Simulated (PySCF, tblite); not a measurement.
**C4H2FOS radical: geometry, infrared bands and EPR parameters**

Aim: predict the infrared bands and EPR parameters of C4H2FOS radical (`Fc1co[c]c1S`).

The runs use tblite 0.8.0 and PySCF 2.14.0, with density-fitted response routines of our own; the level of theory stands in each step. All values are computed, except where a source is named. Atoms are numbered from 0 throughout.

**1. The starting structure**

9 atoms, charge 0, multiplicity 2; geometry from: force field or distance geometry start.

Bonds of the start (Å): F0–C1 1.33, C1–C2 1.38, C2–O3 1.29, O3–C4 1.31, C4–C5 1.40, C5–S6 1.79, C5–C1 1.39, C2–H7 1.09, S6–H8 1.43.

**2. Geometry optimisation with GFN2-xTB**

What the job is given:

```
{"job": {"kind": "relax", "xc": "GFN2-xTB", "basis": "xTB"}, "charge": 0, "multiplicity": 2}
F      0.014000     1.805000    -0.777100
C     -0.306800     0.588700    -0.334700
C     -1.558200     0.091200    -0.028900
O     -1.436000    -1.131500     0.370900
C     -0.186900    -1.510900     0.391600
C      0.589100    -0.435400    -0.064900
S      2.365800    -0.398300    -0.251500
H     -2.469000     0.675200    -0.137000
H      3.001500     0.322100     0.806500
```

Launch:

```sh
$ OMP_NUM_THREADS=1 python probes_run.py task.json out
```

This one command runs all jobs of the session in turn.

**Question.** This job is followed by: GFN2-xTB harmonic vibrations, gas phase; UKS B3LYP, pcH-1 on C F H O S, non-relativistic, mean-field spin-orbit, GIAO. What will the session give for the following? strongest single infrared mode (GFN2-xTB); zero-point energy (GFN2-xTB); g(iso) (B3LYP); ⟨S²⟩; largest a(iso); surface potential, 1st and 99th percentile.

**Answer**, as computed:

| quantity | value |
| --- | --- |
| strongest single infrared mode (GFN2-xTB) | 1216 cm⁻¹, 225 km/mol |
| zero-point energy (GFN2-xTB) | 28.9 kcal/mol |
| g(iso) (B3LYP) | 2.00222 |
| ⟨S²⟩ | 0.759 (exact 0.75) |
| largest a(iso) | 13C on C4, 670.6 MHz |
| surface potential, 1st and 99th percentile | -0.66 V and 1.47 V |

What this shows: Relaxing lowered the energy by 0.465 eV in 63 steps; the close pair that moved most is S6–H8, from 1.429 to 1.338 Å. No mode is imaginary among the 21: a minimum at this level. The strongest single mode, at 1216 cm⁻¹, is spread over several atoms, O3, C4, H7, C2 among them. GFN2-xTB is a fitted tight-binding method: band positions and strengths are rough. Its intensities can rank the bands wrongly. Most of the unpaired spin sits on C4 (0.97 e). The isotropic g lies 0.1 ppt below the free-electron value.
